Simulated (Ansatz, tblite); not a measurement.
# (MgS)8 cage of four- and six-membered rings (Mg8S8): one state, many levels

How do method and basis change the picture of (MgS)8 cage of four- and six-membered rings (Mg8S8) (singlet)?

Computed with Ansatz 0.2.0, Gaussian basis. Level: as each input shows.

The runs, in order: GFN1-xTB, GFN2-xTB, PBE-D4/def2-SVP, r2SCAN-D4/def2-SVP, HF/STO-3G, HF/6-31G, B3LYP-D4/6-31G, MP2/def2-SVP.

7 further runs of the same task are left out: 5 that didn't finish, 2 set aside as unsound or not needed.

## (1) The relaxed structure

The geometry is that of the singlet, from an earlier relaxation (r2SCAN-D4/def2-SVP).

16 atoms, charge 0, spin multiplicity 1.

Bond lengths: Mg1–S2 2.397 Å, Mg1–S4 2.463 Å, Mg1–S6 2.408 Å, S2–Mg3 2.463 Å, S2–Mg9 2.417 Å, Mg3–S4 2.396 Å, Mg3–S10 2.408 Å, S4–Mg5 2.416 Å, Mg5–S6 2.456 Å, Mg5–S12 2.384 Å, S6–Mg7 2.384 Å, Mg7–S8 2.455 Å, Mg7–S13 2.416 Å, S8–Mg9 2.384 Å, S8–Mg14 2.409 Å, Mg9–S10 2.455 Å, S10–Mg11 2.384 Å, Mg11–S12 2.455 Å and more. Angles: S2–Mg1–S4 101.7°, S2–Mg1–S6 130.7°, S4–Mg1–S6 100.1°, Mg1–S2–Mg3 76.1°, Mg1–S2–Mg9 98.2°, Mg3–S2–Mg9 77.2°, S2–Mg3–S4 101.7°, S2–Mg3–S10 100.1°, S4–Mg3–S10 130.7°, Mg1–S4–Mg3 76.1°, Mg1–S4–Mg5 77.2°, Mg3–S4–Mg5 98.2°, S4–Mg5–S6 100.0°, S4–Mg5–S12 125.7°, S6–Mg5–S12 127.2°, Mg1–S6–Mg5 77.5°, Mg1–S6–Mg7 110.2°, Mg5–S6–Mg7 100.1° and more.

PBE0-D4/def2-SVP was run before; its log isn't repeated, and its numbers join the tables.

## (2) GFN1-xTB

Tight binding, by tblite at 300 K electronic temperature and without a spin-polarisation term:

```python
tblite.interface.Calculator('GFN1-xTB', numbers, positions, charge=0, uhf=0).singlepoint()
```

Energy -973.7332 eV, HOMO -10.28 eV, LUMO -8.30 eV; 0.14 s.

## (3) GFN2-xTB

Tight binding, by tblite at 300 K electronic temperature and without a spin-polarisation term:

```python
tblite.interface.Calculator('GFN2-xTB', numbers, positions, charge=0, uhf=0).singlepoint()
```

Energy -843.1602 eV, HOMO -10.65 eV, LUMO -9.08 eV; 0.73 s.

## (4) PBE-D4/def2-SVP

start.molden holds the orbitals of an earlier run on this state, given as this run's starting guess.

The input, in.yaml:

```yaml
crystal:
  periodic: [false, false, false]
  atoms:
    - {symbol: Mg, position_ang: [-1.503265, 0.067161, 2.888247]}
    - {symbol: S, position_ang: [-0.138631, -1.874835, 3.223145]}
    - {symbol: Mg, position_ang: [1.491333, -0.058086, 2.891223]}
    - {symbol: S, position_ang: [0.126683, 1.884557, 3.218220]}
    - {symbol: Mg, position_ang: [-0.573143, 2.201554, 0.927144]}
    - {symbol: S, position_ang: [-2.637559, 0.871291, 0.921763]}
    - {symbol: Mg, position_ang: [-2.202555, -0.571221, -0.925795]}
    - {symbol: S, position_ang: [-0.872185, -2.635031, -0.916370]}
    - {symbol: Mg, position_ang: [0.566261, -2.198106, 0.933930]}
    - {symbol: S, position_ang: [2.629341, -0.866532, 0.928716]}
    - {symbol: Mg, position_ang: [2.198529, 0.571303, -0.923409]}
    - {symbol: S, position_ang: [0.868172, 2.634739, -0.922072]}
    - {symbol: S, position_ang: [-1.879976, 0.128625, -3.215735]}
    - {symbol: Mg, position_ang: [-0.062236, -1.500269, -2.880901]}
    - {symbol: S, position_ang: [1.880391, -0.135596, -3.211846]}
    - {symbol: Mg, position_ang: [0.061740, 1.494545, -2.884859]}
basis:
  gaussian: {orbitals: def2-SVP, initial_orbitals: start.molden}
hamiltonian: {xc: pbe, dispersion: d4}
scf: {omitted_lower_state_checks: [starts]}
output: {forces: true, orbitals: {seedname: orbitals}}
```

The run is started by

```
$ ansatz run in.yaml --threads 4 --pin off --events-out ev --progress --plain --max-ram 6963MiB
```

After this run come: r2SCAN-D4/def2-SVP; HF/STO-3G; HF/6-31G; B3LYP-D4/6-31G; MP2/def2-SVP.

Before running them: what should the planned runs give, taken together? Wanted: gap in def2-SVP, named functionals, smallest and largest; correlation energy, MP2/def2-SVP; binding an atom, functionals in def2-SVP.

The runs gave:

| quantity | value |
| --- | --- |
| gap in def2-SVP, named functionals, smallest and largest | 3.28 eV (PBE-D4), 5.03 eV (PBE0-D4) |
| correlation energy, MP2/def2-SVP | -35.58 eV |
| binding an atom, functionals in def2-SVP | 3.33 (PBE0-D4) to 3.45 eV (r2SCAN-D4) |

In words: Over the named functionals in def2-SVP the gap runs from 3.28 eV (PBE-D4) to 5.03 eV (PBE0-D4); exact exchange widens it.
